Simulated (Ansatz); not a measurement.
# H3IOSi (SMILES O[SiH2]I): one structure at several levels

The atoms stand at a structure displaced at random from a GFN2-xTB minimum. How far do the functionals agree with CCSD(T) there?

Computed with Ansatz 0.2.0, Gaussian basis. Level: single points in def2-TZVPP.

Correlated methods freeze the cores. Filled d shells of the heavier atoms are correlated. Core potentials replace the inner electrons past krypton, and spin-orbit coupling is left out.

### Step 1. Where the work starts

SMILES `O[SiH2]I`, 6 atoms, charge 0, spin multiplicity 1.

Atoms are counted from 1 here; the program's logs count them from 0.

Bond lengths: O1–Si2 1.556 Å, O1–H4 0.905 Å, Si2–I3 2.439 Å, Si2–H5 1.472 Å, Si2–H6 1.429 Å. Angles: Si2–O1–H4 124.4°, O1–Si2–I3 104.2°, O1–Si2–H5 111.9°, O1–Si2–H6 113.1°, I3–Si2–H5 104.1°, I3–Si2–H6 106.7°, H5–Si2–H6 115.6°.

As a file:

| atom | x (Å) | y (Å) | z (Å) |
| --- | --- | --- | --- |
| O1 | -0.9653 | -0.7014 | -0.2922 |
| Si2 | 0.1848 | 0.2818 | 0.0700 |
| I3 | 1.8449 | -1.1202 | 1.1780 |
| H4 | -1.7074 | -0.4714 | -0.7568 |
| H5 | 0.8788 | 0.7808 | -1.1282 |
| H6 | -0.2066 | 1.2788 | 1.0159 |

### Step 2. CCSD(T)/def2-TZVPP

Input file run/in.yaml:

```yaml
crystal:
  periodic: [false, false, false]
  atoms:
    - {symbol: O, position_ang: [-0.965300, -0.701400, -0.292200]}
    - {symbol: Si, position_ang: [0.184800, 0.281800, 0.070000]}
    - {symbol: I, position_ang: [1.844900, -1.120200, 1.178000]}
    - {symbol: H, position_ang: [-1.707400, -0.471400, -0.756800]}
    - {symbol: H, position_ang: [0.878800, 0.780800, -1.128200]}
    - {symbol: H, position_ang: [-0.206600, 1.278800, 1.015900]}
basis:
  gaussian: {orbitals: def2-TZVPP}
correlation: {method: ccsd_t}
output: {forces: true}
```

The command line of these runs was not kept.

### Step 3. PBE0-D4/def2-TZVPP

run/in.yaml: that of step 2 with these lines changed.

```diff
@@ -11,3 +11,3 @@
   gaussian: {orbitals: def2-TZVPP}
-correlation: {method: ccsd_t}
-output: {forces: true}
+hamiltonian: {xc: pbe0, dispersion: d4}
+output: {forces: true, orbitals: {seedname: orbitals}}
```

### Step 4. wB97M-V/def2-TZVPP

run/in.yaml: that of step 3 with these lines changed.

```diff
@@ -11,3 +11,3 @@
   gaussian: {orbitals: def2-TZVPP}
-hamiltonian: {xc: pbe0, dispersion: d4}
-output: {forces: true, orbitals: {seedname: orbitals}}
+hamiltonian: {xc: {name: wB97M-V}}
+output: {forces: true}
```

### Step 5. r2SCAN-D4/def2-TZVPP

run/in.yaml: that of step 4 with these lines changed.

```diff
@@ -11,3 +11,3 @@
   gaussian: {orbitals: def2-TZVPP}
-hamiltonian: {xc: {name: wB97M-V}}
+hamiltonian: {xc: r2scan, dispersion: d4}
 output: {forces: true}
```

### Step 6. PBE-D4/def2-TZVPP

run/in.yaml: that of step 5 with these lines changed.

```diff
@@ -11,3 +11,3 @@
   gaussian: {orbitals: def2-TZVPP}
-hamiltonian: {xc: r2scan, dispersion: d4}
+hamiltonian: {xc: pbe, dispersion: d4}
 output: {forces: true}
```

### Step 7. CAM-B3LYP-D4/def2-TZVPP

run/in.yaml: that of step 6 with these lines changed.

```diff
@@ -11,3 +11,3 @@
   gaussian: {orbitals: def2-TZVPP}
-hamiltonian: {xc: pbe, dispersion: d4}
+hamiltonian: {xc: {name: CAM-B3LYP}, dispersion: d4}
 output: {forces: true}
```

### Step 8. B97M-V/def2-TZVPP

run/in.yaml: that of step 7 with these lines changed.

```diff
@@ -11,3 +11,3 @@
   gaussian: {orbitals: def2-TZVPP}
-hamiltonian: {xc: {name: CAM-B3LYP}, dispersion: d4}
+hamiltonian: {xc: {name: B97M-V}}
 output: {forces: true}
```

(Steps that only read results are left out.)

Before running it: what results should come out? Wanted: energy less free atoms, CCSD(T)/def2-TZVPP; RMS force component; RMS force error; HOMO and LUMO, PBE0-D4; T1 diagnostic.

**Answer**, as computed:

| quantity | value |
| --- | --- |
| energy less free atoms, CCSD(T)/def2-TZVPP | -1799.1 kJ/mol |
| RMS force component | 1.136 to 1.399 eV/Å over the methods |
| RMS force error | PBE0-D4 0.103, wB97M-V 0.051, r2SCAN-D4 0.096, PBE-D4 0.186, CAM-B3LYP-D4 0.112, B97M-V 0.157 eV/Å |
| HOMO and LUMO, PBE0-D4 | -7.44 and -0.31 eV |
| T1 diagnostic | 0.009 |

**Reading.** Against CCSD(T) the functionals' energies less atoms differ by -48.6 to -22.7 kJ/mol, PBE-D4 by -42.9 kJ/mol. CCSD(T) in triple zeta still lacks some correlation energy of the bonds, so part of these gaps is its own basis error and they don't rank the functionals. The forces of wB97M-V come nearest to CCSD(T), those of PBE-D4 are farthest. Frozen-core CCSD(T) forces in triple zeta carry basis errors of their own, and this is one geometry, so small gaps rank nothing.
